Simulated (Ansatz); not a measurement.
## What each level of theory costs: a 3×3×2 supercell of AlN (P6_3mc), atoms displaced at random by about 0.04 Å along each cell vector, on 1 × H100

All times were clocked for whole runs of Ansatz 0.2.0, start-up included, one run at a time with no other job on the machine: a node with eight NVIDIA H100 80GB cards and 96 AMD EPYC 7R13 cores; a node with four NVIDIA GB200 cards and 144 Grace (Neoverse V2) cores. Times and memory are rounded to two significant figures, and ratios are formed from the unrounded values. A row is a single run, so small differences between rows aren't established. System services beside the runs took up to 5 cores (rounded up). Runs with a thread on every core shared the cores with them. Precision is the program's default, which can work at lower precision in parts of a run. Card memory is the largest of readings taken every 0.4 s, so short peaks can be missed, and it isn't given for runs under about 3 s. It shows what a run took, which needn't be the least that it can run in: the program holds more work at once where threads and free memory allow.

The first rung is PBE.

Commands are shown without the flags for output files and display.

The folder soft_1 holds one of the program's own sets of PAW files, generated with PBE and used with every functional where the input names it.

| Property | Result |
| --- | --- |
| atoms | 72 |
| valence electrons | 288 |
| cell volume | 765.5 Å³ |
| cutoff (chosen by the program) | 420 eV |
| k mesh | 3×3×2 |
| k points solved | 10 |
| symmetry operations used (translations within a supercell counted) | 1 |
| plane waves at Γ | 14913 |
| dense FFT grid | 64×64×72 |
| bands at the start | 216 |
| spin | none |
| first density | superposed atoms |

The input file:

```yaml
crystal:
  lattice:
    - [9.385764, 0.000000, 0.000000]
    - [-4.692882, 8.128311, 0.000000]
    - [0.000000, 0.000000, 10.033910]
  atoms:
    - { symbol: Al, position: [0.222626, 0.116438, 0.245931] }
    - { symbol: Al, position: [0.115340, 0.221118, 0.498601] }
    - { symbol: "N", position: [0.230319, 0.111782, 0.440185] }
    # ... 68 more atoms, left out here ...
    - { symbol: "N", position: [0.780951, 0.886183, 0.686203] }
kpoints:
  mp_grid: { grid: [3, 3, 2] }
hamiltonian:
  xc: pbe
  pseudopotentials: { azcp: { folder: soft_1 } }
scf:
  occupations: { method: fixed }
output: { forces: true, stress: true }
```

Command for every rung:

```bash
ansatz run input.yaml --backend cuda --devices 1
```

Lines that stand in the other rungs' inputs in place of, or beside, those above:

```yaml
# r2SCAN
hamiltonian:
  xc: r2scan
# PBE with spin-orbit coupling
hamiltonian:
  pseudopotentials: { kind: paw_fr, azcp: { folder: soft_1 } }
magnetization: { noncollinear: true, spin_orbit: true }
output: { eigenvalues: true }
# PBE, all-electron LAPW
hamiltonian:
  pseudopotentials: { kind: all_electron, lapw: {} }
# HSE06
hamiltonian:
  xc: hse06
# PBE0
hamiltonian:
  xc: pbe0
```

```csv
level,wall time,SCF clock,outside it,outputs asked,electrons in bands,bands at the start,cutoff (eV),dense FFT grid,XC grid (× dense grid),k points,SCF iterations,residual at close (eV),eigensolver,threads,host memory (GiB),fullest card (GiB),remarks
PBE,2.4 s,0.75 s,1.7 s,"forces, stress",288,216,420,64×64×72,8,10,9,3e-7,band CG,48,1.4,,bands 216→184
r2SCAN,3.4 s,1.5 s,1.9 s,"forces, stress",288,216,500,72×72×75,64,10,9,5e-8,band CG,48,1.5,17,bands 216→184
PBE0,35 s,32 s,3.3 s,"forces, stress",288,216,420,64×64×72,8,10,19,,Davidson,96,8.7,74,card 74 of 80 GiB; band table 2.6 s; SCF threshold loose for stress (1e-7 against 1.6e-9 eV); exchange threshold loose for stress (1e-6 against 1.6e-7 eV); exchange on 45×45×48 points
HSE06,35 s,32 s,3.3 s,"forces, stress",288,216,420,64×64×72,8,10,20,,Davidson,96,8.3,74,card 74 of 80 GiB; band table 2.5 s; SCF threshold loose for stress (1e-7 against 1.6e-9 eV); exchange threshold loose for stress (1e-6 against 1.6e-7 eV); exchange on 45×45×48 points
"PBE, all-electron LAPW",54 s,52 s,2.5 s,"forces, stress",648,396,511,72×72×80,,10,10,3e-7,Davidson,96,7.2,56,card 56 of 80 GiB; slots 10→7; XC on CPU
```

The SCF clock is the program's own. It runs from the start of the first SCF loop to the final result and holds forces, stress, later SCFs and response steps. Outside it lie start-up, exit and the set-up ahead of the first loop, which depends on the cell and the method.

On cards the PAW terms of the exact-exchange stress are formed on the host, whole or in part, so cards needn't shorten that step. SCF iterations are those that the program logged, summed over all steps and exchange cycles of a run; an SCF made in search of a lower state can go uncounted. A hybrid's count includes the PBE SCF that it starts from. LAPW's cutoff and plane waves are those at the start; the program can enlarge the basis.

«slots a→b»: to fit the memory the program cut the eigensolver solves (one k point and spin each) that it holds at once from a to b, which trades time for memory. «XC on CPU»: exchange-correlation moved to the CPU for want of card memory. «SCF threshold loose for stress (a against b)»: the program warns that its threshold a on the density residual is looser than the b that it advises where a stress is wanted. The warning is on the threshold set and not on the residual reached, which can lie below it; a run set to the advised value can need more iterations. «exchange threshold loose for stress (a against b)»: the same warning for the energy threshold of a hybrid's exchange loop, again on the value set and not on the value reached. «bands a→b»: once the levels showed a gap the program dropped high empty bands and went on with b of the a at the start. «exchange on a×b×c points»: exact exchange forms its pair densities on this grid and not on the dense one, without the augmentation charges, which are treated apart. «band table a s»: behind the SCF the program solved its bands further for a band table, asked for or not, which took a s of the SCF clock (told where that is 5 % of it or more). «card a of b GiB» or «host a of b GiB»: the run took three quarters or more of a card's memory (or the program reckoned to fill 85 % of what was free), or 60 % or more of the host memory that it had. The program fits its work to the free memory, so such a run may be limited by memory even where its log doesn't say so. Rows whose remarks tell of memory aren't like for like with rows without. Of long logs only the start and the end were kept, so a limit that memory set in between can be missed.

The machines don't compute alike at the default precision: the logs show emulated matrix products on GB200.

The rungs don't all ask for the same outputs, so their times differ by more than the level of theory.

The program sets the grid for exchange-correlation by functional and task; the column gives its points per point of the dense FFT grid (LAPW has grids of its own).

The residual is the density residual (dr2) at which the first SCF closed; hybrids, which run several SCFs, have none listed. The eigensolver is the one reported for the main SCF.

At its default thresholds the program warns of the stress for hybrids alone, so a rung without the warning needn't be the more tightly converged one. The first rung closed at 3e-7 eV, above the 7.2e-9 eV that the program advises for its stress (1e-10 eV an atom; for hybrids it counts 16 atoms at most).

The PAW files were made with PBE; for other functionals the program regenerates the frozen cores at set-up.

The stress takes 16 s of the 35 s of PBE0, 17 s of the 35 s of HSE06.

The first rung takes only 2.4 s, 0.75 s of it on the SCF clock, in a single run. That is too short to divide by, since fixed costs and noise weigh heavily on it, so no ratios to it are given. The cost of one level against another in a larger system can differ much from what these times suggest.

The same inputs on other machines (1 × GB200: ansatz run input.yaml --backend cuda --devices 1). Wall time, with the SCF clock in brackets, then large parts of it, card memory and remarks (warnings on the input's settings that the first machine's log also gives are left out). A blank cell is a run that wasn't made, didn't finish or can't be compared:

| level | 1 × GB200 |
| --- | --- |
| HSE06 | 28 s (25 s; 76 GiB; stress 12 s; band table 2.1 s) |
| PBE | 1.5 s (0.50 s) |
| PBE with spin-orbit coupling | 3.2 s (2.1 s; 49 GiB) |
| PBE, all-electron LAPW | 41 s (40 s; 100 GiB) |
| PBE0 | 28 s (25 s; 76 GiB; stress 12 s; band table 2.2 s) |
| r2SCAN | 2.2 s (1.0 s) |

On some of these machines the first rung is short, so ratios to it would be rough.

The program's choice of threads differs by rung: 72 or 144 on 1 × GB200.

Question: How long does PBE with spin-orbit coupling take on 1 × H100?

Answer: 4.7 s, against 2.4 s for the first rung, at a cutoff of 420 eV, in 10 SCF iterations against 9; peak host memory 1.6 GiB, 48 GiB on the fullest card. Of the wall time 3.0 s is on the SCF clock and 1.7 s outside. On the SCF clock alone it is 3.0 s against 0.75 s. It starts with 432 bands, against 216. Its exchange-correlation grid has 1 point per point of the dense FFT grid, against 8. Its first SCF closed at a density residual of 5e-8 eV, against 3e-7 eV. Outputs asked: eigenvalues, against forces, stress in the first rung.
